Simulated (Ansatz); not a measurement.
# H₂SeO (SMILES O[SeH]): one structure at several levels

A test off equilibrium: a structure displaced at random from a GFN2-xTB minimum is computed at several levels, and each is set against CCSD(T).

Computed with Ansatz 0.2.0, Gaussian basis. Level: single points in def2-TZVPP.

Correlated methods freeze the cores. Filled d shells of the heavier atoms are correlated.

## (1) The system as given

SMILES `O[SeH]`, 4 atoms, charge 0, spin multiplicity 1.

Atoms are counted from 1 here; the program's logs count them from 0.

Bond lengths: O1–Se2 1.753 Å, O1–H3 0.958 Å, Se2–H4 1.480 Å. Angles: Se2–O1–H3 112.8°, O1–Se2–H4 102.9°.

Coordinates:

```tsv
atom	x (Å)	y (Å)	z (Å)
O1	-0.27110	-0.53310	0.70720
Se2	0.42420	0.91440	0.00430
H3	0.27390	-1.30960	0.57460
H4	-0.32850	1.06090	-1.26100
```

## (2) CCSD(T)/def2-TZVPP

File run/in.yaml:

```yaml
crystal:
  periodic: [false, false, false]
  atoms:
    - {symbol: O, position_ang: [-0.271100, -0.533100, 0.707200]}
    - {symbol: Se, position_ang: [0.424200, 0.914400, 0.004300]}
    - {symbol: H, position_ang: [0.273900, -1.309600, 0.574600]}
    - {symbol: H, position_ang: [-0.328500, 1.060900, -1.261000]}
basis:
  gaussian: {orbitals: def2-TZVPP}
correlation: {method: ccsd_t}
output: {forces: true}
```

The command line of these runs was not kept.

## (3) PBE0-D4/def2-TZVPP

Changes to run/in.yaml since step 2:

```diff
@@ -9,3 +9,3 @@
   gaussian: {orbitals: def2-TZVPP}
-correlation: {method: ccsd_t}
-output: {forces: true}
+hamiltonian: {xc: pbe0, dispersion: d4}
+output: {forces: true, orbitals: {seedname: orbitals}}
```

## (4) wB97M-V/def2-TZVPP

Changes to run/in.yaml since step 3:

```diff
@@ -9,3 +9,3 @@
   gaussian: {orbitals: def2-TZVPP}
-hamiltonian: {xc: pbe0, dispersion: d4}
-output: {forces: true, orbitals: {seedname: orbitals}}
+hamiltonian: {xc: {name: wB97M-V}}
+output: {forces: true}
```

## (5) r2SCAN-D4/def2-TZVPP

Changes to run/in.yaml since step 4:

```diff
@@ -9,3 +9,3 @@
   gaussian: {orbitals: def2-TZVPP}
-hamiltonian: {xc: {name: wB97M-V}}
+hamiltonian: {xc: r2scan, dispersion: d4}
 output: {forces: true}
```

## (6) PBE-D4/def2-TZVPP

Changes to run/in.yaml since step 5:

```diff
@@ -9,3 +9,3 @@
   gaussian: {orbitals: def2-TZVPP}
-hamiltonian: {xc: r2scan, dispersion: d4}
+hamiltonian: {xc: pbe, dispersion: d4}
 output: {forces: true}
```

## (7) BHLYP-D4/def2-TZVPP

Changes to run/in.yaml since step 6:

```diff
@@ -9,3 +9,3 @@
   gaussian: {orbitals: def2-TZVPP}
-hamiltonian: {xc: pbe, dispersion: d4}
+hamiltonian: {xc: {name: BHLYP}, dispersion: d4}
 output: {forces: true}
```

## (8) r2SCAN0-D4/def2-TZVPP

Changes to run/in.yaml since step 7:

```diff
@@ -9,3 +9,3 @@
   gaussian: {orbitals: def2-TZVPP}
-hamiltonian: {xc: {name: BHLYP}, dispersion: d4}
+hamiltonian: {xc: {name: r2SCAN0}, dispersion: d4}
 output: {forces: true}
```

(Steps that only read results are left out.)

What does the calculation give? Wanted: energy less free atoms, CCSD(T)/def2-TZVPP; RMS force component; RMS force error; HOMO and LUMO, PBE0-D4; T1 diagnostic.

As calculated:

| quantity | value |
| --- | --- |
| energy less free atoms, CCSD(T)/def2-TZVPP | -10.545 eV |
| RMS force component | 0.501 to 0.857 eV/Å over the methods |
| RMS force error | PBE0-D4 0.123, wB97M-V 0.073, r2SCAN-D4 0.083, PBE-D4 0.302, BHLYP-D4 0.295, r2SCAN0-D4 0.210 eV/Å |
| HOMO and LUMO, PBE0-D4 | -6.71 and -0.94 eV |
| T1 diagnostic | 0.010 |

**Reading.** Against CCSD(T) the functionals' energies less atoms differ by -0.684 to +0.394 eV, PBE-D4 by -0.684 eV. A larger basis would deepen the CCSD(T) value, while the functionals are nearly converged already, so the order here is not reliable. The forces of wB97M-V come nearest to CCSD(T), those of PBE-D4 are farthest. Frozen-core CCSD(T) forces in triple zeta carry basis errors of their own, and this is one geometry, so small gaps rank nothing.
